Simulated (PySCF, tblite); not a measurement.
# Si₁₈H₃₂: electronic excitations, NMR shifts

What do calculations give for the electronic excitations, NMR shifts of Si₁₈H₃₂?

Programs: tblite 0.8.0 and PySCF 2.14.0, with routines of our own; each step states its level. All values are computed. Atoms count from 0.

### Step 1. The system as given

50 atoms, charge 0, multiplicity 1; geometry from: force field, distance geometry or constructed start.

### Step 2. Geometry optimisation with GFN2-xTB

What the job is given:

```
{"job": {"kind": "relax", "xc": "GFN2-xTB", "basis": "xTB"}, "charge": 0, "multiplicity": 1}
Si    -0.674000    -0.680700    -2.038200
Si    -6.113100    -0.676300    -2.043500
Si     2.041800    -0.681200     0.679900
Si     0.678200    -2.032200    -0.685100
Si    -3.395400    -0.680100     0.682300
Si    -4.755400    -2.037100    -0.681500
Si    -0.678800     2.038300     0.675600
Si     0.682300     0.681600     2.038100
Si    -2.033900     0.676800    -0.679300
Si    -6.112700     2.035800     0.680500
Si    -4.754200     0.677700     2.034500
Si    -7.470100     0.676900    -0.678900
Si     4.748700    -0.678200    -2.031600
Si     7.469800    -0.679500     0.676200
Si     6.107700    -2.031500    -0.678700
Si     4.750200     2.037200     0.685200
Si     6.110300     0.680800     2.037500
Si     3.393300     0.675500    -0.679900
H     -1.510900    -1.508500    -2.865500
H      0.155300     0.153400    -2.865300
H     -6.943600    -1.506500    -2.866500
H     -5.279400     0.154000    -2.868200
H      2.871400    -1.505700     1.516900
H      1.506100    -2.872300    -1.511800
H     -0.152000    -2.865400     0.153400
H     -2.569100    -1.511200     1.512800
H     -3.920000    -2.865700    -1.511000
H     -5.584100    -2.867400     0.153700
H      0.153100     2.868400    -0.154500
H     -1.509200     2.868400     1.513700
H     -0.148900    -0.151900     2.866900
H      1.508400     1.511600     2.868200
H     -2.869000     1.510400    -1.512200
H     -5.276400     2.866700    -0.148800
H     -6.940100     2.869800     1.507000
H     -5.583000    -0.150300     2.865100
H     -3.921500     1.510400     2.863900
H     -8.298100    -0.150000     0.149900
H     -8.297900     1.506400    -1.510400
H      3.915900    -1.506900    -2.866800
H      5.583400     0.150200    -2.864200
H      8.304900    -1.515900     1.514000
H      8.303900     0.153500    -0.156100
H      6.943900    -2.868500    -1.512100
H      5.274800    -2.866300     0.154900
H      5.581600     2.869600    -0.155900
H      3.923100     2.868100     1.509700
H      5.278200    -0.149900     2.870300
H      6.942900     1.510700     2.868200
H      2.564900     1.511000    -1.508300
```

The run is started by

```sh
$ OMP_NUM_THREADS=2 python large_run.py task.json out
```

This one command runs all jobs of the session in turn.

Standard output:

```text
step      E/eV     max force
  0   -1283.60291    1.443
  1   -1283.97481    0.666
  2   -1284.08262    0.172
  3   -1284.09521    0.180
  4   -1284.14196    0.248
  5   -1284.17692    0.285
  6   -1284.20301    0.209
  7   -1284.21349    0.132
  8   -1284.22320    0.141
  9   -1284.23476    0.155
 10   -1284.24376    0.147
 11   -1284.24777    0.093
 12   -1284.24936    0.054
 13   -1284.25034    0.058
 14   -1284.25134    0.059
 15   -1284.25246    0.078
 16   -1284.25363    0.075
 17   -1284.25483    0.070
 18   -1284.25593    0.057
 19   -1284.25675    0.065
 20   -1284.25730    0.050
 21   -1284.25773    0.031
 22   -1284.25811    0.037
 23   -1284.25850    0.046
 24   -1284.25891    0.059
 25   -1284.25938    0.055
 26   -1284.25984    0.038
 27   -1284.26021    0.041
 28   -1284.26043    0.035
 29   -1284.26058    0.022
 30   -1284.26073    0.021
 31   -1284.26091    0.026
 32   -1284.26115    0.045
 33   -1284.26142    0.057
 34   -1284.26175    0.057
 35   -1284.26217    0.045
 36   -1284.26269    0.060
 37   -1284.26333    0.069
 38   -1284.26402    0.064
 39   -1284.26471    0.063
 40   -1284.26534    0.040
 41   -1284.26599    0.054
 42   -1284.26678    0.079
 43   -1284.26781    0.095
 44   -1284.26898    0.088
 45   -1284.27003    0.058
 46   -1284.27078    0.047
 47   -1284.27134    0.038
 48   -1284.27193    0.061
 49   -1284.27258    0.064
 50   -1284.27334    0.051
 51   -1284.27404    0.062
 52   -1284.27450    0.048
 53   -1284.27505    0.039
 54   -1284.27527    0.029
 55   -1284.27543    0.019
```

Run time: 20 s. Hardware: 2 threads of Intel Xeon Platinum 8175M at 2.50GHz, shared host; peak memory 0.16 GiB.

Along the way:

| step | energy from step 0 (eV) | largest force (eV/Å) |
| --- | --- | --- |
| 0 | 0.0000 | 1.4430 |
| 1 | -0.3719 | 0.6655 |
| 2 | -0.4797 | 0.1718 |
| 3 | -0.4923 | 0.1802 |
| 4 | -0.5390 | 0.2482 |
| 5 | -0.5740 | 0.2855 |
| 6 | -0.6001 | 0.2095 |
| 7 | -0.6106 | 0.1318 |
| 8 | -0.6203 | 0.1408 |
| 11 | -0.6449 | 0.0927 |
| 15 | -0.6495 | 0.0781 |
| 19 | -0.6538 | 0.0653 |
| 23 | -0.6556 | 0.0459 |
| 27 | -0.6573 | 0.0405 |
| 31 | -0.6580 | 0.0257 |
| 35 | -0.6593 | 0.0454 |
| 39 | -0.6618 | 0.0635 |
| 43 | -0.6649 | 0.0954 |
| 47 | -0.6684 | 0.0376 |
| 51 | -0.6711 | 0.0625 |
| 52 | -0.6716 | 0.0481 |
| 53 | -0.6721 | 0.0393 |
| 54 | -0.6724 | 0.0294 |
| 55 | -0.6725 | 0.0198 |

Close pairs (by a distance rule), those that changed most:

| bond | before (Å) | after (Å) | change (Å) |
| --- | --- | --- | --- |
| Si4–H25 | 1.436 | 1.483 | +0.046 |
| Si2–H22 | 1.438 | 1.482 | +0.044 |
| Si17–H49 | 1.439 | 1.482 | +0.043 |
| Si11–H37 | 1.434 | 1.473 | +0.039 |
| Si8–H32 | 1.444 | 1.482 | +0.038 |
| Si1–H21 | 1.437 | 1.474 | +0.037 |
| Si6–Si7 | 2.356 | 2.319 | -0.036 |
| Si15–H46 | 1.433 | 1.470 | +0.036 |

The end geometry stands in the next job.

### Step 3. Electronic excitations: TDDFT PBE0/6-31G*

What the job is given:

```
{"job": {"kind": "uv", "basis": "6-31G*", "grid": 1, "kgrid": 0, "vcut": 1.5, "nstates": 6, "ntriplets": 2, "tda": false, "delta": ["ip_vertical"], "pop": true, "xc": "PBE0"}, "charge": 0, "multiplicity": 1}
Si    -0.722555    -0.735902    -2.016793
Si    -6.289338    -0.751005    -1.997209
Si     2.017381    -0.643399     0.647464
Si     0.724536    -2.016050    -0.734189
Si    -3.514747    -0.630062     0.629142
Si    -4.828941    -2.019847    -0.712374
Si    -0.724949     2.017772     0.736208
Si     0.722222     0.736707     2.018307
Si    -2.016525     0.646834    -0.646067
Si    -6.289936     1.998149     0.751148
Si    -4.829856     0.712328     2.019216
Si    -7.554325     0.751528    -0.750792
Si     4.828637    -0.711683    -2.019722
Si     7.553785    -0.751100     0.750061
Si     6.289436    -1.997230    -0.751600
Si     4.829409     2.019471     0.711834
Si     6.289602     0.752159     1.997256
Si     3.515288     0.631071    -0.630542
H     -1.598700    -1.542804    -2.878261
H      0.066904     0.045306    -2.982105
H     -7.125887    -1.568726    -2.886395
H     -5.459429     0.026183    -2.935159
H      2.887258    -1.490839     1.496935
H      1.600569    -2.878197    -1.540246
H     -0.064172    -2.981421     0.047608
H     -2.636354    -1.473836     1.474464
H     -3.963835    -2.870694    -1.542062
H     -5.578488    -2.997043     0.093196
H      0.065311     2.982507    -0.044569
H     -1.601467     2.879482     1.542172
H     -0.066243    -0.046477     2.982868
H      1.596291     1.543517     2.881943
H     -2.885317     1.494914    -1.496054
H     -5.460029     2.936209    -0.025357
H     -7.126049     2.886673     1.569480
H     -5.580194    -0.094013     2.995557
H     -3.964595     1.541221     2.871217
H     -8.564082    -0.006988     0.007816
H     -8.370754     1.615026    -1.615821
H      3.964176    -1.540714    -2.872208
H      5.580044     0.093639    -2.995878
H      8.371662    -1.614714     1.613670
H      8.562300     0.008540    -0.008929
H      7.125910    -2.885472    -1.569982
H      5.459901    -2.935814     0.024484
H      5.579429     2.996029    -0.093484
H      3.964514     2.870695     1.540824
H      5.461503    -0.024037     2.937510
H      7.127148     1.570661     2.884809
H      2.636835     1.474904    -1.475260
```

Level: TDDFT PBE0/6-31G*, vertical, gas phase, core orbitals frozen in the response, virtual orbitals cut by energy.

Standard output:

```text
start: PBE on a coarse grid of 46775 points
cycle   1  E = -5227.4593951453  dE =  2.830e-01  |g| = 2.833e-01  |ddm| = 6.419e+00
cycle   2  E = -5227.4805153643  dE = -2.112e-02  |g| = 1.634e-01  |ddm| = 7.624e-01
cycle   3  E = -5227.4876258370  dE = -7.110e-03  |g| = 1.047e-01  |ddm| = 5.165e-01
cycle   4  E = -5227.4923915522  dE = -4.766e-03  |g| = 1.360e-02  |ddm| = 2.217e-01
cycle   5  E = -5227.4924529430  dE = -6.139e-05  |g| = 6.732e-03  |ddm| = 3.962e-02
final grid: 181052 points
cycle   6  E = -5227.6845157289  dE = -1.168e-02  |g| = 2.615e-02  |ddm| = 3.905e-01
cycle   7  E = -5227.6846201216  dE = -1.044e-04  |g| = 1.983e-02  |ddm| = 9.752e-02
cycle   8  E = -5227.6847771312  dE = -1.570e-04  |g| = 4.669e-03  |ddm| = 4.581e-02
cycle   9  E = -5227.6847938103  dE = -1.668e-05  |g| = 1.088e-03  |ddm| = 9.662e-03
cycle  10  E = -5227.6847890161  dE =  4.794e-06  |g| = 3.432e-04  |ddm| = 2.692e-03
cycle  11  E = -5227.6847962305  dE = -7.214e-06  |g| = 4.837e-05  |ddm| = 7.724e-04
converged SCF energy = -5227.6847962305
Vertical ionisation energy (delta-SCF) = 8.6382 eV   <S^2> = 0.753

Static polarisability (au): isotropic 492.483, principal 365.274 471.312 640.862

Singlet excitations
state   eV       nm        f      main configurations
  1   5.5846    222.0   0.00080   H-1->L 0.68, H->L+1 0.23
  2   5.5877    221.9   0.01600   H->L 0.75, H-1->L+1 0.16
  3   5.7988    213.8   0.18704   H-3->L 0.73, H-2->L+1 0.14
  4   5.8237    212.9   0.00010   H-2->L 0.66, H-3->L+1 0.14, H-1->L+2 0.11
  5   5.8662    211.4   0.00000   H->L+1 0.53, H-1->L 0.15, H-1->L+4 0.13
  6   5.9505    208.4   0.00295   H-1->L+1 0.59, H->L 0.13, H->L+4 0.11

Triplet excitations (Tamm-Dancoff, eV): 5.2022 5.2092
```

It took 4.8 min on 2 threads of Intel Xeon Platinum 8175M at 2.50GHz, shared host; peak memory 1.7 GiB.

The orbitals next to the gap, with their largest atomic shares:

| orbital | eV | atoms |
| --- | --- | --- |
| HOMO−4 | -8.04 | Si1 7 %, Si16 7 %, Si14 7 % |
| HOMO−3 | -7.77 | Si2 15 %, Si17 13 %, Si8 11 % |
| HOMO−2 | -7.76 | Si4 17 %, Si8 16 %, Si17 13 % |
| HOMO−1 | -7.67 | Si17 9 %, Si3 9 %, Si0 8 % |
| HOMO | -7.62 | Si4 8 %, Si17 8 %, Si8 8 % |
| LUMO | -1.08 | Si8 9 %, Si2 9 %, Si4 8 % |
| LUMO+1 | -0.93 | Si17 8 %, Si4 8 %, Si2 7 % |
| LUMO+2 | -0.72 | Si4 10 %, Si17 10 %, Si2 8 % |
| LUMO+3 | -0.55 | Si3 9 %, Si0 9 %, Si6 9 % |

With each of the 6 states as a Gaussian band of 0.4 eV half-width at 1/e, the curve within the window shown has maxima at 214 nm (ε 8,200) L/(mol cm). Beyond the last state computed it falls off for lack of states. The curve at chosen wavelengths:

nm, ε (L/mol/cm) and a bar:
```
      198       2229 ########
      200       3094 ###########
      202       4075 ###############
      204       5105 ##################
      206       6103 ######################
      208       6980 #########################
      210       7656 ############################
      212       8073 ##############################
      214       8202 ##############################
      216       8046 #############################
      218       7638 ############################
      220       7029 ##########################
      222       6283 #######################
      224       5464 ####################
      226       4632 #################
      228       3832 ##############
      230       3100 ###########
      232       2455 ########
      234       1905 ######
      236       1452 #####
      238       1087 ###
      240        801 ##
      242        581 #
      244        415 #
      246        293 
      248        204
```

Further results of this job:

| property | computed |
| --- | --- |
| dipole moment (D) | 0.01 |
| polarisability (Å³) | 72.98 |
| HOMO–LUMO gap (eV) | 6.54 |
| −ε(HOMO) (eV) | 7.62 |

### Step 4. NMR shifts: GIAO KT3/pcSseg-1

Settings changed since step 3:

```diff
@@ -1,2 +1,2 @@
-{"job": {"kind": "uv", "basis": "6-31G*", "grid": 1, "kgrid": 0, "vcut": 1.5, "nstates": 6, "ntriplets": 2, "tda": false, "delta": ["ip_vertical"], "pop": true, "xc": "PBE0"}, "charge": 0, "multiplicity": 1}
+{"job": {"kind": "nmr", "xc": "KT3", "basis": "pcSseg-1", "pop": false}, "charge": 0, "multiplicity": 1}
 Si    -0.722555    -0.735902    -2.016793
```

With the program's defaults for keys left out, this is: GIAO KT3/pcSseg-1 NMR shielding, non-relativistic, gas phase.

Standard output:

```text
start: PBE on a coarse grid of 46775 points
cycle   1  E = -5227.1566122446  dE =  2.190e-01  |g| = 3.709e-01  |ddm| = 6.756e+00
cycle   2  E = -5227.1767776061  dE = -2.017e-02  |g| = 2.650e-01  |ddm| = 9.200e-01
cycle   3  E = -5227.1930350804  dE = -1.626e-02  |g| = 1.304e-01  |ddm| = 6.772e-01
cycle   4  E = -5227.2001851913  dE = -7.150e-03  |g| = 1.640e-02  |ddm| = 2.917e-01
cycle   5  E = -5227.2002547715  dE = -6.958e-05  |g| = 1.032e-02  |ddm| = 5.266e-02
cycle   6  E = -5227.2002933557  dE = -3.858e-05  |g| = 1.659e-03  |ddm| = 2.228e-02
final grid: 354685 points
cycle   7  E = -5271.8570296590  dE = -9.815e-02  |g| = 5.086e-01  |ddm| = 1.215e+00
cycle   8  E = -5271.8669657983  dE = -9.936e-03  |g| = 2.407e-01  |ddm| = 5.588e-01
cycle   9  E = -5271.8707159992  dE = -3.750e-03  |g| = 3.314e-02  |ddm| = 2.362e-01
cycle  10  E = -5271.8711514935  dE = -4.355e-04  |g| = 6.388e-03  |ddm| = 6.853e-02
cycle  11  E = -5271.8711717647  dE = -2.027e-05  |g| = 1.443e-03  |ddm| = 1.743e-02
cycle  12  E = -5271.8711712116  dE =  5.530e-07  |g| = 4.982e-04  |ddm| = 3.710e-03
cycle  13  E = -5271.8711707647  dE =  4.469e-07  |g| = 1.174e-04  |ddm| = 1.203e-03
cycle  14  E = -5271.8711683513  dE =  2.413e-06  |g| = 3.574e-05  |ddm| = 3.170e-04
converged SCF energy = -5271.8711683513

GIAO shielding tensors (ppm)
atom      isotropic    diamagn.    paramagn.     s11        s22        s33       span
  0 Si     475.972     887.172    -411.200    457.981    471.797    498.138     40.157
  1 Si     481.042     883.950    -402.908    462.912    484.043    496.169     33.257
  2 Si     482.474     888.079    -405.604    473.369    479.081    494.972     21.603
  3 Si     476.010     887.172    -411.162    458.036    471.831    498.163     40.127
  4 Si     483.528     887.552    -404.024    470.601    484.203    495.780     25.179
  5 Si     473.877     885.149    -411.272    455.434    470.373    495.822     40.388
  6 Si     476.090     887.174    -411.084    458.179    471.926    498.164     39.985
  7 Si     476.015     887.170    -411.154    457.871    471.922    498.253     40.381
  8 Si     482.507     888.080    -405.572    473.590    479.056    494.875     21.285
  9 Si     481.098     883.955    -402.857    462.957    484.133    496.204     33.246
 10 Si     473.794     885.141    -411.347    455.421    470.231    495.730     40.309
 11 Si     477.732     881.476    -403.744    461.941    477.860    493.397     31.457
 12 Si     473.881     885.126    -411.245    455.406    470.368    495.869     40.463
 13 Si     477.767     881.472    -403.706    461.905    477.962    493.433     31.527
 14 Si     481.119     883.955    -402.837    462.961    484.141    496.254     33.293
 15 Si     474.032     885.145    -411.113    455.758    470.487    495.851     40.093
 16 Si     481.048     883.940    -402.892    462.849    484.023    496.272     33.422
 17 Si     483.680     887.554    -403.874    470.787    484.319    495.933     25.146
 18 H       28.052      34.284      -6.233     22.786     27.286     34.084     11.299
 19 H       28.069      34.316      -6.246     23.974     27.061     33.173      9.199
 20 H       28.185      28.849      -0.664     23.538     25.499     35.519     11.981
 21 H       28.255      32.113      -3.858     24.563     27.883     32.317      7.753
 22 H       27.958      35.977      -8.020     23.609     26.498     33.766     10.157
 23 H       28.055      34.287      -6.233     22.789     27.286     34.089     11.299
 24 H       28.071      34.316      -6.245     23.977     27.059     33.176      9.199
 25 H       27.995      34.679      -6.684     23.666     27.037     33.281      9.616
 26 H       28.018      32.273      -4.256     23.099     27.563     33.391     10.292
 27 H       28.117      31.449      -3.332     24.668     25.398     34.284      9.617
 28 H       28.073      34.316      -6.243     23.978     27.063     33.178      9.200
 29 H       28.055      34.284      -6.229     22.787     27.287     34.091     11.304
 30 H       28.070      34.313      -6.244     23.979     27.059     33.171      9.192
 31 H       28.053      34.271      -6.219     22.790     27.280     34.088     11.298
 32 H       27.956      35.968      -8.011     23.610     26.493     33.766     10.156
 33 H       28.259      32.115      -3.857     24.566     27.886     32.323      7.757
 34 H       28.189      28.855      -0.666     23.541     25.501     35.525     11.984
 35 H       28.114      31.445      -3.332     24.665     25.398     34.278      9.612
 36 H       28.014      32.265      -4.251     23.097     27.561     33.384     10.287
 37 H       28.278      27.725       0.553     25.252     25.392     34.189      8.936
 38 H       28.105      27.013       1.092     23.903     25.165     35.246     11.344
 39 H       28.016      32.252      -4.237     23.098     27.558     33.390     10.292
 40 H       28.115      31.434      -3.319     24.667     25.398     34.280      9.613
 41 H       28.105      27.012       1.093     23.900     25.165     35.250     11.350
 42 H       28.279      27.727       0.551     25.255     25.395     34.186      8.930
 43 H       28.189      28.857      -0.668     23.541     25.502     35.525     11.984
 44 H       28.260      32.119      -3.859     24.568     27.887     32.327      7.759
 45 H       28.122      31.449      -3.327     24.669     25.404     34.294      9.625
 46 H       28.025      32.270      -4.245     23.104     27.568     33.403     10.299
 47 H       28.255      32.103      -3.849     24.562     27.879     32.324      7.762
 48 H       28.185      28.840      -0.655     23.541     25.497     35.518     11.976
 49 H       27.999      34.677      -6.678     23.668     27.039     33.291      9.623
```

Run time: 70 s. Hardware: 2 threads of Intel Xeon Platinum 8175M at 2.50GHz, shared host; peak memory 1.1 GiB.

Shifts follow as δ = σ(reference) − σ, with reference shieldings (ppm) from runs at the same level and on the same kind of geometry: ¹H TMS 31.76, ²⁹Si TMS 361.7. The references are single molecules in the gas phase. Atoms listed in one row are averaged.

| atoms | environment | σ (ppm) | δ (ppm) |
| --- | --- | --- | --- |
| H22, H32 | hydrogen on a silicon bonded to 3 Si | 27.96 | 3.80 |
| H25, H49 | hydrogen on a silicon bonded to 3 Si | 28.00 | 3.76 |
| H26, H36, H39, H46 | hydrogen on a silicon bonded to 2 Si | 28.02 | 3.74 |
| H18, H23, H29, H31 | hydrogen on a silicon bonded to 2 Si | 28.05 | 3.71 |
| H19, H24, H28, H30 | hydrogen on a silicon bonded to 2 Si | 28.07 | 3.69 |
| H38, H41 | hydrogen on a silicon bonded to 2 Si | 28.10 | 3.66 |
| H27, H35, H40, H45 | hydrogen on a silicon bonded to 2 Si | 28.12 | 3.64 |
| H20, H34, H43, H48 | hydrogen on a silicon bonded to 2 Si | 28.19 | 3.57 |
| H21, H33, H44, H47 | hydrogen on a silicon bonded to 2 Si | 28.26 | 3.50 |
| H37, H42 | hydrogen on a silicon bonded to 2 Si | 28.28 | 3.48 |
| Si5, Si10, Si12, Si15 | silicon bonded to 2 Si, 2 H | 473.9 | -112.2 |
| Si0, Si3, Si6, Si7 | silicon bonded to 2 Si, 2 H | 476.0 | -114.4 |
| Si11, Si13 | silicon bonded to 2 Si, 2 H | 477.7 | -116.1 |
| Si1, Si9, Si14, Si16 | silicon bonded to 2 Si, 2 H | 481.1 | -119.4 |
| Si2, Si8 | silicon bonded to 3 Si, H | 482.5 | -120.8 |
| Si4, Si17 | silicon bonded to 3 Si, H | 483.6 | -121.9 |

Ring of atoms Si0, Si2, Si3, Si6, Si7, Si8: NICS(0) -2.3, NICS(1) -1.9, NICS(1)zz 4.5 ppm (means of both faces).

Ring of atoms Si1, Si4, Si5, Si9, Si10, Si11: NICS(0) -2.0, NICS(1) -1.7, NICS(1)zz 4.9 ppm (means of both faces).

### Step 5. Results

| quantity | value |
| --- | --- |
| lowest singlet (PBE0/6-31G*) | 5.58 eV (222 nm), f = 0.001 |
| brightest single state of those computed | state 3, 5.80 eV, f = 0.187 |
| lowest triplet | 5.20 eV |
| ¹H shifts against TMS (KT3/pcSseg-1, means over atoms taken as alike) | 3.80, 3.76, 3.74, 3.71, 3.69, 3.66, 3.64, 3.57, 3.50, 3.48 ppm |
| ²⁹Si shifts against TMS (KT3/pcSseg-1, means over atoms taken as alike) | -112.2, -114.4, -116.1, -119.4, -120.8, -121.9 ppm |

In words: The first singlet state (HOMO−1→LUMO 0.68, HOMO→LUMO+1 0.23) lies at 5.58 eV and is dark; of the 6 states computed, the strongest absorption comes from state 3 at 5.80 eV. The lowest triplet lies 0.38 eV below the lowest singlet (triplets in Tamm-Dancoff, singlets in full TDDFT).
